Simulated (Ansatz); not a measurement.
# Ga2O3: the cost of one run

Method: DFT PBE, scalar-relativistic, plane waves, PAW, in Ansatz 0.2.0.

## Step 1: The structure to begin with

It takes space group R-3c (No. 167, trigonal). Conventional cell: a = 4.997 Å, b = 4.997 Å, c = 13.451 Å, α = 90.00°, β = 90.00°, γ = 120.00°. Ga (site symmetry 3) has 6 O at 1.93 to 2.08 Å as nearest neighbours. O (site symmetry 2) has 4 Ga at 1.93 to 2.08 Å as nearest neighbours.

Coordinates:

```xyz
40
Lattice="-4.9974 -2.8852 4.4836 4.9974 -2.8852 4.4836 0.0000 5.7705 4.4836" Properties=species:S:1:pos:R:3 pbc="T T T"
Ga   -2.4987   -1.4426    7.0246
Ga    2.4987   -1.4426    7.0246
Ga    0.0000    2.8852    7.0246
Ga    0.0000    0.0000   11.5082
Ga   -2.4987   -1.4426    4.1842
Ga    2.4987   -1.4426    4.1842
Ga    0.0000    2.8852    4.1842
Ga    0.0000    0.0000    8.6678
Ga    0.0000    0.0000    1.9425
Ga    0.0000   -2.8852    6.4260
Ga   -2.4987    1.4426    6.4260
Ga    2.4987    1.4426    6.4260
Ga    0.0000    0.0000    4.7829
Ga    0.0000   -2.8852    9.2664
Ga   -2.4987    1.4426    9.2664
Ga    2.4987    1.4426    9.2664
O    -1.7412   -2.7547    5.6044
O     3.2562   -2.7547    5.6044
O     0.7575    1.5732    5.6044
O     0.7575   -1.3121   10.0880
O    -4.0138   -1.4426    5.6044
O     0.9836   -1.4426    5.6044
O    -1.5151    2.8852    5.6044
O    -1.5151    0.0000   10.0880
O    -1.7412   -0.1306    5.6044
O     3.2562   -0.1306    5.6044
O     0.7575    4.1973    5.6044
O     0.7575    1.3121   10.0880
O    -0.7575    1.3121    3.3627
O    -0.7575   -1.5732    7.8462
O    -3.2562    2.7547    7.8462
O     1.7412    2.7547    7.8462
O    -0.7575   -1.3121    3.3627
O    -0.7575   -4.1973    7.8462
O    -3.2562    0.1306    7.8462
O     1.7412    0.1306    7.8462
O     1.5151    0.0000    3.3627
O     1.5151   -2.8852    7.8462
O    -0.9836    1.4426    7.8462
O     4.0138    1.4426    7.8462
```

The runs take a perfect supercell of 40 atoms; the defect goes to fractional position (0.750, 0.402, 0.098).

## Step 2: The perfect supercell

The input, input.yaml:

```yaml
crystal:
  lattice:
    - [-4.997398, -2.885249, 4.48355]
    - [4.997398, -2.885249, 4.48355]
    - [0.0, 5.770499, 4.48355]
  atoms:
    - { symbol: Ga, position: [0.855586, 0.355586, 0.355586] }
    - { symbol: Ga, position: [0.355586, 0.855586, 0.355586] }
    - { symbol: Ga, position: [0.355586, 0.355586, 0.855586] }
    - { symbol: Ga, position: [0.855586, 0.855586, 0.855586] }
    - { symbol: Ga, position: [0.644414, 0.144414, 0.144414] }
    - { symbol: Ga, position: [0.144414, 0.644414, 0.144414] }
    - { symbol: Ga, position: [0.144414, 0.144414, 0.644414] }
    - { symbol: Ga, position: [0.644414, 0.644414, 0.644414] }
    - { symbol: Ga, position: [0.144414, 0.144414, 0.144414] }
    - { symbol: Ga, position: [0.644414, 0.644414, 0.144414] }
    - { symbol: Ga, position: [0.644414, 0.144414, 0.644414] }
    - { symbol: Ga, position: [0.144414, 0.644414, 0.644414] }
    - { symbol: Ga, position: [0.355586, 0.355586, 0.355586] }
    - { symbol: Ga, position: [0.855586, 0.855586, 0.355586] }
    - { symbol: Ga, position: [0.855586, 0.355586, 0.855586] }
    - { symbol: Ga, position: [0.355586, 0.855586, 0.855586] }
    - { symbol: O, position: [0.75, 0.401584, 0.098416] }
    - { symbol: O, position: [0.25, 0.901584, 0.098416] }
    - { symbol: O, position: [0.25, 0.401584, 0.598416] }
    - { symbol: O, position: [0.75, 0.901584, 0.598416] }
    - { symbol: O, position: [0.901584, 0.098416, 0.25] }
    - { symbol: O, position: [0.401584, 0.598416, 0.25] }
    - { symbol: O, position: [0.401584, 0.098416, 0.75] }
    - { symbol: O, position: [0.901584, 0.598416, 0.75] }
    - { symbol: O, position: [0.598416, 0.25, 0.401584] }
    - { symbol: O, position: [0.098416, 0.75, 0.401584] }
    - { symbol: O, position: [0.098416, 0.25, 0.901584] }
    - { symbol: O, position: [0.598416, 0.75, 0.901584] }
    - { symbol: O, position: [0.25, 0.098416, 0.401584] }
    - { symbol: O, position: [0.75, 0.598416, 0.401584] }
    - { symbol: O, position: [0.75, 0.098416, 0.901584] }
    - { symbol: O, position: [0.25, 0.598416, 0.901584] }
    - { symbol: O, position: [0.401584, 0.25, 0.098416] }
    - { symbol: O, position: [0.901584, 0.75, 0.098416] }
    - { symbol: O, position: [0.901584, 0.25, 0.598416] }
    - { symbol: O, position: [0.401584, 0.75, 0.598416] }
    - { symbol: O, position: [0.098416, 0.401584, 0.25] }
    - { symbol: O, position: [0.598416, 0.901584, 0.25] }
    - { symbol: O, position: [0.598416, 0.401584, 0.75] }
    - { symbol: O, position: [0.098416, 0.901584, 0.75] }
basis:
  ecutwfc: 420
  fft_grid_basis: typed
kpoints:
  mp_grid: { grid: [3, 3, 3] }
hamiltonian:
  xc: pbe
  pseudopotentials: { kind: paw }
scf:
  occupations: { method: gaussian, width: 0.05 }
output:
  forces: true
  stress: false
  eigenvalues: true
  bader: false
  write_density: true
  volumetric_format: npy
```

Started as:

```console
ansatz run input.yaml --threads 4 --pin off --max-ram 10240MiB --backend cpu --events-out ev --progress --plain --runs-dir out
```

What time and memory should one allow on 4 threads of AMD EPYC 9R45 (Zen 5), shared host?

About 3.2 s, with a peak of 2 GiB.
